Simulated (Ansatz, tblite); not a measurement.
# C₁₂H₁₁F₅OS: one state, many levels

Aim: run the singlet of C₁₂H₁₁F₅OS at one geometry on many levels, and compare frontier levels, spin and run time.

The runs use Ansatz 0.2.0, Gaussian basis; as each input shows.

Levels to be run: GFN1-xTB, GFN2-xTB, PBE-D4/def2-TZVP, r2SCAN-D4/def2-TZVP, LDA/def2-TZVP, B3LYP-D4/def2-TZVP, r2SCANh-D4/def2-TZVP, LC-ωPBE(0.10)/def2-SVP, LC-ωPBE(0.15)/def2-SVP, LC-ωPBE(0.20)/def2-SVP, LC-ωPBE(0.30)/def2-SVP, PBE-D4/def2-SVP, PBE0-D4/def2-SVP, HF/STO-3G, HF/6-31G, B3LYP-D4/6-31G, MP2/def2-SVP, RPA/def2-SVP.

### 1 The structure

The geometry is that of the singlet, from an earlier relaxation (PBE-D4/def2-SVP).

30 atoms, charge 0, spin multiplicity 1.

Bond lengths: C1–C2 1.514 Å, C1–H20 1.107 Å, C1–H21 1.108 Å, C1–H22 1.111 Å, C2–O3 1.218 Å, C2–S4 1.806 Å, S4–C5 1.827 Å, C5–C6 1.528 Å, C5–H23 1.109 Å, C5–H24 1.110 Å, C6–C7 1.532 Å, C6–H25 1.111 Å, C6–H26 1.110 Å, C7–C8 1.542 Å, C7–H27 1.112 Å, C7–H28 1.112 Å, C8–C9 1.509 Å, C8–H29 1.109 Å and more. Angles: C2–C1–H20 109.2°, C2–C1–H21 111.9°, C2–C1–H22 109.0°, H20–C1–H21 110.5°, H20–C1–H22 108.5°, H21–C1–H22 107.7°, C1–C2–O3 124.4°, C1–C2–S4 112.7°, O3–C2–S4 122.9°, C2–S4–C5 98.8°, S4–C5–C6 113.6°, S4–C5–H23 105.4°, S4–C5–H24 106.4°, C6–C5–H23 112.1°, C6–C5–H24 110.6°, H23–C5–H24 108.4°, C5–C6–C7 112.3°, C5–C6–H25 110.0° and more.

PBE0-D4/def2-TZVP was run before; its log isn't repeated, and its numbers join the tables.

### 2 GFN1-xTB

Tight binding, by tblite at 300 K electronic temperature and without a spin-polarisation term:

```python
tblite.interface.Calculator('GFN1-xTB', numbers, positions, charge=0, uhf=0).singlepoint()
```

Energy -1779.5431 eV, HOMO -11.92 eV, LUMO -8.39 eV; 0.046 s.

### 3 GFN2-xTB

Tight binding, by tblite at 300 K electronic temperature and without a spin-polarisation term:

```python
tblite.interface.Calculator('GFN2-xTB', numbers, positions, charge=0, uhf=0).singlepoint()
```

Energy -1694.1557 eV, HOMO -10.88 eV, LUMO -8.03 eV; 0.04 s.

### 4 PBE-D4/def2-TZVP

start.molden holds the orbitals of an earlier run on this state, given as this run's starting guess.

in.yaml

```yaml
crystal:
  periodic: [false, false, false]
  atoms:
    - {symbol: C, position_ang: [4.117874, 1.824405, 1.025566]}
    - {symbol: C, position_ang: [3.199478, 0.996078, 0.152787]}
    - {symbol: O, position_ang: [2.318086, 1.456674, -0.549605]}
    - {symbol: S, position_ang: [3.521082, -0.775766, 0.285122]}
    - {symbol: C, position_ang: [2.179097, -1.384974, -0.794655]}
    - {symbol: C, position_ang: [0.812396, -1.414140, -0.112956]}
    - {symbol: C, position_ang: [-0.288017, -1.936710, -1.041277]}
    - {symbol: C, position_ang: [-1.696227, -1.902702, -0.414209]}
    - {symbol: C, position_ang: [-2.153441, -0.508853, -0.060525]}
    - {symbol: C, position_ang: [-2.023367, 0.005372, 1.240041]}
    - {symbol: F, position_ang: [-1.512011, -0.767404, 2.213135]}
    - {symbol: C, position_ang: [-2.415001, 1.313267, 1.568795]}
    - {symbol: F, position_ang: [-2.283348, 1.772891, 2.816747]}
    - {symbol: C, position_ang: [-2.936747, 2.147400, 0.566180]}
    - {symbol: F, position_ang: [-3.307294, 3.394964, 0.861316]}
    - {symbol: C, position_ang: [-3.073895, 1.665466, -0.746864]}
    - {symbol: F, position_ang: [-3.573512, 2.457817, -1.699240]}
    - {symbol: C, position_ang: [-2.673290, 0.352886, -1.041048]}
    - {symbol: F, position_ang: [-2.803047, -0.086355, -2.304119]}
    - {symbol: H, position_ang: [4.169521, 2.854533, 0.624824]}
    - {symbol: H, position_ang: [5.132094, 1.383572, 1.093097]}
    - {symbol: H, position_ang: [3.698458, 1.867496, 2.053073]}
    - {symbol: H, position_ang: [2.501739, -2.393139, -1.126483]}
    - {symbol: H, position_ang: [2.159240, -0.715285, -1.679102]}
    - {symbol: H, position_ang: [0.861406, -2.032106, 0.809003]}
    - {symbol: H, position_ang: [0.566499, -0.380825, 0.208115]}
    - {symbol: H, position_ang: [-0.298762, -1.340462, -1.979528]}
    - {symbol: H, position_ang: [-0.064209, -2.983547, -1.342254]}
    - {symbol: H, position_ang: [-2.420793, -2.344006, -1.127709]}
    - {symbol: H, position_ang: [-1.714018, -2.526549, 0.501742]}
basis:
  gaussian: {orbitals: def2-TZVP, fitting: {mean_field: def2-universal-jkfit}, initial_orbitals: start.molden}
hamiltonian: {xc: pbe, dispersion: d4}
scf: {omitted_lower_state_checks: [starts]}
output: {orbitals: {seedname: orbitals}}
```

On the command line:

```
> ansatz run in.yaml --threads 2 --pin off --events-out ev --progress --plain --max-ram 32768MiB --backend cuda --devices 0, --max-vram 18GiB
```

Further steps of the session: r2SCAN-D4/def2-TZVP; LDA/def2-TZVP; B3LYP-D4/def2-TZVP; r2SCANh-D4/def2-TZVP; LC-ωPBE(0.10)/def2-SVP; LC-ωPBE(0.15)/def2-SVP; LC-ωPBE(0.20)/def2-SVP; LC-ωPBE(0.30)/def2-SVP; PBE-D4/def2-SVP; PBE0-D4/def2-SVP; HF/STO-3G; HF/6-31G; B3LYP-D4/6-31G; MP2/def2-SVP; RPA/def2-SVP.

Before running them: what should the planned runs give, taken together? Wanted: gap in def2-TZVP, named functionals, smallest and largest; gap over the ω; correlation energy, MP2/def2-SVP; binding an atom, functionals in def2-TZVP; PBE0 total energy, smallest basis above largest.

As calculated:

| quantity | value |
| --- | --- |
| gap in def2-TZVP, named functionals, smallest and largest | 4.30 eV (LDA), 6.47 eV (PBE0-D4) |
| gap over the ω (1/bohr) | 7.29 eV at 0.1, 10.43 eV at 0.3 |
| correlation energy, MP2/def2-SVP | -76.86 eV |
| binding an atom, functionals in def2-TZVP | 4.62 (B3LYP-D4) to 5.48 eV (LDA) |
| PBE0 total energy, smallest basis above largest | 36.00 eV (def2-SVP, def2-TZVP) |

What this shows: Over the named functionals in def2-TZVP the gap runs from 4.30 eV (LDA) to 6.47 eV (PBE0-D4); exact exchange widens it. Raising the ω (1/bohr) from 0.1 to 0.3 moves the HOMO by -1.91 eV and the LUMO by +1.23 eV.
